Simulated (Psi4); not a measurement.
**AlCl2F (SMILES [F][Al]([Cl])[Cl]): CCSD(T)/3-21G (sweep point 2)**

Aim: the vertical ionisation energy of AlCl2F at CCSD(T)/3-21G (sweep point 2), from 2 runs. 

The calculation is run with Psi4 1.11.

## 1. The structure to begin with

AlCl2F has 4 atoms, charge 0, and is taken as a singlet. As SMILES, `[F][Al]([Cl])[Cl]`. Geometry: a GFN2-xTB relaxation, a rough one for these elements and not checked as a minimum.

Bond lengths: Al1–Cl2 2.019 Å, Al1–Cl3 2.019 Å, Al1–F4 1.655 Å. Angles: Cl2–Al1–Cl3 127.3°, Cl2–Al1–F4 116.4°, Cl3–Al1–F4 116.4°.

## 2. A single-point energy at CCSD(T)/3-21G (sweep point 2)

input.inp reads:

```
memory 1.6 GB

molecule {
  Al    -0.017680    -0.029510    -0.000030
  Cl     1.994930    -0.186520     0.014240
  Cl    -1.111650     1.666840    -0.016240
  F     -0.865600    -1.450810     0.002030
  units angstrom
  symmetry c1
}

set puream true
set scf_type pk
set num_frozen_docc 16

E, wfn = energy('ccsd(t)/3-21G', return_wfn=True)
print_variables()
```

On the command line:

```console
$ psi4 input.inp input.out -n 1
```

input.out:

```text
[...]
  Running in c1 symmetry.
[...]
  Nuclear repulsion =  247.327666045466202
[...]
  Multiplicity = 1
[...]
  Nalpha       = 28
  Nbeta        = 28
[...]
    Number of basis functions: 48
[...]
   @RHF iter   1: -1254.22506034766320   -5.63820e-01   8.09277e-03 DIIS/ADIIS
[...]
   @RHF iter  10: -1254.29387632579324   -2.27374e-12   3.94499e-09 DIIS
[...]
    Orbital Energies [Eh]
    ---------------------
    Doubly Occupied:
       1A   -104.130482     2A   -104.130463     3A    -58.205586
       4A    -26.141524     5A    -10.527427     6A    -10.527394
       7A     -7.990564     8A     -7.990471     9A     -7.986732
      10A     -7.986552    11A     -7.986416    12A     -7.986391
      13A     -5.013133    14A     -3.319984    15A     -3.316421
      16A     -3.316381    17A     -1.549515    18A     -1.146023
      19A     -1.129741    20A     -0.682900    21A     -0.636324
      22A     -0.629130    23A     -0.595777    24A     -0.540607
      25A     -0.521353    26A     -0.514838    27A     -0.502202
      28A     -0.494424
[...]
  @RHF Final Energy: -1254.29387632579324
   => Energetics <=
    Nuclear Repulsion Energy =            247.3276660454662021
    One-Electron Energy =               -2232.2455756830058817
    Two-Electron Energy =                 730.6240333117466434
    Total Energy =                      -1254.2938763257930077
[...]
 Multipole Moments:
 ------------------------------------------------------------------------------------
     Multipole            Electronic (a.u.)      Nuclear  (a.u.)        Total (a.u.)
 ------------------------------------------------------------------------------------
 L = 1.  Multiply by 2.5417464519 to convert [e a0] to [Debye]
 Dipole X            :         -0.4105618            0.4703374            0.0597757
 Dipole Y            :         -0.6873824            0.7882877            0.1009052
 Dipole Z            :          0.0006630           -0.0010839           -0.0004210
 Magnitude           :                                                    0.1172824
[...]
      * MP2 total energy                      = -1254.530568391723591
[...]
      * CCSD total energy                     = -1254.542063052104822
[...]
      * CCSD(T) total energy                  = -1254.546281143497708
[...]
```

Wall time 7.2 s (1 thread of AMD EPYC 7R43 (Zen 3), shared host); peak memory 0.2 GiB.

## 3. The doublet cation

job.dat reads:

```
memory 1600 mb

molecule geom {
  1 2
  Al    -0.017680    -0.029510    -0.000030
  Cl     1.994930    -0.186520     0.014240
  Cl    -1.111650     1.666840    -0.016240
  F     -0.865600    -1.450810     0.002030
  symmetry c1
}

set {
  basis           3-21G
  reference       uhf
  puream          true
  scf_type        pk
  num_frozen_docc 16
  maxiter         150
}

energy_value = energy('ccsd(t)')
print_variables()
```

On the command line:

```console
$ psi4 job.dat job.out -n 1
```

job.out:

```text
[...]
  Running in c1 symmetry.
[...]
  Nuclear repulsion =  247.327666045466202
[...]
  Multiplicity = 2
[...]
  Nalpha       = 28
  Nbeta        = 27
[...]
    Number of basis functions: 48
[...]
   @UHF iter   1: -1253.74933885647192   -8.80984e-02   7.89269e-03 ADIIS/DIIS
[...]
   @UHF iter  19: -1253.83090260215204   -4.32010e-12   7.29838e-09 DIIS
[...]
   @S^2 Observed:                8.009361082E-01
[...]
    Orbital Energies [Eh]
    ---------------------
    Alpha Occupied:
       1A   -104.430600     2A   -104.430472     3A    -58.437572
       4A    -26.335636     5A    -10.825870     6A    -10.825733
       7A     -8.298536     8A     -8.298376     9A     -8.284444
      10A     -8.284307    11A     -8.281647    12A     -8.281428
      13A     -5.245396    14A     -3.553606    15A     -3.548179
      16A     -3.548068    17A     -1.738138    18A     -1.442890
      19A     -1.429264    20A     -0.903792    21A     -0.849452
      22A     -0.847056    23A     -0.819630    24A     -0.811707
      25A     -0.792471    26A     -0.784034    27A     -0.783302
      28A     -0.776380
    Alpha Virtual:
[...]
  @UHF Final Energy: -1253.83090260215204
   => Energetics <=
    Nuclear Repulsion Energy =            247.3276660454662021
    One-Electron Energy =               -2217.8557174789830242
    Two-Electron Energy =                 716.6971488313648706
    Total Energy =                      -1253.8309026021520367
  UHF NO Occupations:
  HONO-2 :   26  A 1.9997502
  HONO-1 :   27  A 1.9748362
[...]
 Multipole Moments:
 ------------------------------------------------------------------------------------
     Multipole            Electronic (a.u.)      Nuclear  (a.u.)        Total (a.u.)
 ------------------------------------------------------------------------------------
 L = 1.  Multiply by 2.5417464519 to convert [e a0] to [Debye]
 Dipole X            :          0.0004506            0.4703374            0.4707880
 Dipole Y            :          0.0036521            0.7882877            0.7919397
 Dipole Z            :         -0.0002803           -0.0010839           -0.0013643
 Magnitude           :                                                    0.9213098
[...]
      * MP2 total energy                      = -1254.074077717928731
[...]
      * CCSD total energy                     = -1254.089719959758440
[...]
      * CCSD(T) total energy                     = -1254.095908139863923
[...]
```

Run time: 14 s. Hardware: 1 thread of AMD EPYC 7R43 (Zen 3), shared host; peak memory 0.2 GiB.

## 4. What came out

At CCSD(T)/3-21G (sweep point 2), 16 core orbitals frozen:

| quantity | value |
| --- | --- |
| singlet AlCl2F: total energy | -1254.54628 Eh |
| singlet AlCl2F: HOMO energy (Hartree–Fock orbitals) | -13.45 eV |
| singlet AlCl2F: LUMO energy (Hartree–Fock orbitals) | 1.49 eV |
| singlet AlCl2F: HOMO–LUMO gap (Hartree–Fock orbitals) | 14.94 eV |
| singlet AlCl2F: correlation energy (16 core orbitals frozen) | -252.4 mEh |
| singlet AlCl2F: (T) correction | -4.22 mEh |
| singlet AlCl2F: T1 diagnostic | 0.013 |
| doublet cation: total energy | -1254.09591 Eh |
| doublet cation: HOMO energy (Hartree–Fock orbitals) (highest over α and β) | -17.63 eV |
| doublet cation: LUMO energy (Hartree–Fock orbitals) (lowest over α and β) | -11.69 eV |
| doublet cation: correlation energy (16 core orbitals frozen) | -265.0 mEh |
| doublet cation: (T) correction | -6.19 mEh |
| doublet cation: ⟨S²⟩ of the reference determinant | 0.801 |
| doublet cation: T1 diagnostic | 0.044 |
| vertical ionisation energy (to the doublet cation) | 12.255 eV |

What this shows: Removing an electron at fixed nuclei costs 12.26 eV (1182 kJ/mol). The triples (singlet AlCl2F) make up 1.7 % of the correlation energy. The triples (doublet cation) make up 2.3 % of the correlation energy.
